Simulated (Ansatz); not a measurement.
# CHBOS: rigid scan of one bond length, by script

How does the energy of CHBOS change as one bond is stretched? A script is to give a rigid scan of one bond length; the system is CHBOS. SMILES: S=C1BO1.

Computed with Ansatz 0.2.0, driven from Python. Level of theory: MP2/cc-pVDZ.

## (1) Starting point

Bond lengths: S1–C2 1.582 Å, C2–B3 1.465 Å, C2–O4 1.499 Å, B3–O4 1.465 Å, B3–H5 1.192 Å. Angles: S1–C2–B3 150.6°, S1–C2–O4 150.2°, B3–C2–O4 59.2°, C2–B3–O4 61.5°, C2–B3–H5 153.5°, O4–B3–H5 145.0°, C2–O4–B3 59.2°.

The script holds or builds the structure itself.

## (2) Script

Input file scan_chbos.py:

```python
import warnings

import ansatz as az
import numpy as np

GEOMETRY = """
S    -2.13910   -0.43930    0.13300
C    -0.56040   -0.37200    0.06400
B     0.67860    0.39290   -0.09600
O     0.77340   -1.05340    0.11750
H     1.29740    1.39810   -0.25990
"""

warnings.simplefilter("ignore", az.DeckWarning)

molecule = az.Crystal.molecule()
for line in GEOMETRY.strip().splitlines():
    symbol, *xyz = line.split()
    molecule = molecule.atom(symbol, [float(v) for v in xyz])

symbols = [site.symbol for site in molecule.cartesian_sites]
start = np.array([site.position_ang for site in molecule.cartesian_sites])
axis = (start[0] - start[1]) / np.linalg.norm(start[0] - start[1])
moving = [0]
lengths, energies = [1.392, 1.455, 1.518, 1.582, 1.645, 1.708, 1.771, 1.866], []
for length in lengths:
    xyz = start.copy()
    xyz[moving] += (length - np.linalg.norm(start[0] - start[1])) * axis
    point = az.Crystal.molecule()
    for symbol, xyz in zip(symbols, xyz):
        point = point.atom(symbol, xyz.tolist())
    setup = point.calculation()
    setup = setup.basis(gaussian="cc-pVDZ")
    setup = setup.correlation("MP2")
    data = setup.run().report
    energies.append(data["free_energy_ev"])
    print(f"r = {length:6.3f} A  E = {energies[-1]:.5f} eV  <S^2> = {abs(data['mean_field']['state']['spin_squared']):.3f}")

fit = np.polynomial.Polynomial.fit(lengths, np.array(energies) - min(energies), 4).convert()
roots = [r.real for r in fit.deriv().roots() if abs(r.imag) < 1e-9 and fit.deriv(2)(r.real) > 0]
r_e = min(roots, key=lambda r: abs(r - lengths[int(np.argmin(energies))]))
print(f"minimum of the fit at {r_e:.4f} A, force constant {fit.deriv(2)(r_e):.2f} eV/A^2")
```

## (3) What the engine is handed

The engine receives this input (first run):

```yaml
crystal:
  periodic: [false, false, false]
  atoms:
    - { symbol: S, position_ang: [-1.9498128166785968, -0.43123068509689594, 0.12472685396264217] }
    - { symbol: C, position_ang: [-0.5604, -0.372, 0.064] }
    - { symbol: B, position_ang: [0.6786, 0.3929, -0.096] }
    - { symbol: O, position_ang: [0.7734, -1.0534, 0.1175] }
    - { symbol: H, position_ang: [1.2974, 1.3981, -0.2599] }
basis:
  gaussian:
    orbitals: cc-pVDZ
correlation:
  method: mp2
```

## (4) Launch

Run with:

```bash
python scan_chbos.py
```

The log of the run:

```text
r =  1.392 A  E = -14583.52556 eV  <S^2> = 0.000
r =  1.455 A  E = -14584.39435 eV  <S^2> = 0.000
r =  1.518 A  E = -14584.87584 eV  <S^2> = 0.000
r =  1.582 A  E = -14585.07483 eV  <S^2> = 0.000
r =  1.645 A  E = -14585.06325 eV  <S^2> = 0.000
r =  1.708 A  E = -14584.90276 eV  <S^2> = 0.000
r =  1.771 A  E = -14584.63381 eV  <S^2> = 0.000
r =  1.866 A  E = -14584.08275 eV  <S^2> = 0.000
minimum of the fit at 1.6078 A, force constant 45.14 eV/A^2
```

Run time: 6.5 s. Hardware: 1 thread of Intel Xeon Platinum 8375C at 2.90GHz (Ice Lake), shared host; peak memory 0.19 GiB.

## (5) What changed from run to run

The engine's inputs for some of the other runs:

Run 3, against run 1:

```diff
@@ -4 +4 @@
-    - { symbol: S, position_ang: [-1.9498128166785968, -0.43123068509689594, 0.12472685396264217] }
+    - { symbol: S, position_ang: [-2.075578631981401, -0.4365920833168736, 0.1302236812609848] }
```

Run 5, against run 1:

```diff
@@ -4 +4 @@
-    - { symbol: S, position_ang: [-1.9498128166785968, -0.43123068509689594, 0.12472685396264217] }
+    - { symbol: S, position_ang: [-2.202342588675497, -0.44199603231637485, 0.1357641341728063] }
```

Run 7, against run 1:

```diff
@@ -4 +4 @@
-    - { symbol: S, position_ang: [-1.9498128166785968, -0.43123068509689594, 0.12472685396264217] }
+    - { symbol: S, position_ang: [-2.3281084039783013, -0.4473574305363525, 0.14126096147114892] }
```

Lines on the test bed's own set-up are left out of the output.

## (6) The runs side by side

One row for each of the 8 runs:

```
run  distance (Å)  energy from run 4 (eV)  iterations in all  CPU time (s)
  1          1.39                  1.5493                 16          0.62
  2          1.46                  0.6805                 16          0.64
  3          1.52                  0.1990                 16          0.65
  4          1.58                  0.0000                 25           0.8
  5          1.65                  0.0116                 25          0.77
  6          1.71                  0.1721                 25          0.74
  7          1.77                  0.4410                 25           0.8
  8          1.87                  0.9921                 27          0.79
```

## (7) What came out

| quantity | value |
| --- | --- |
| bond length at the fit's minimum | 1.6078 Å |
| runs compared | 8 |
| range of energy | 1.549 eV |
| lowest point, distance (Å) | 1.58 |

In words: The curve has its lowest point inside the range, at 1.58. The ends stand 1.55 and 0.992 eV above it. The distance scanned is the script's pair 1, 0. What to keep in mind:
- The rest of the molecule is held rigid at a force-field or estimated start geometry, and the basis set is modest; single-reference methods fail as a bond breaks.
- The orbitals are restricted, so S² is zero by construction.
- Toward dissociation an unrestricted state lies under the restricted one, by 1 to 2 eV or more.
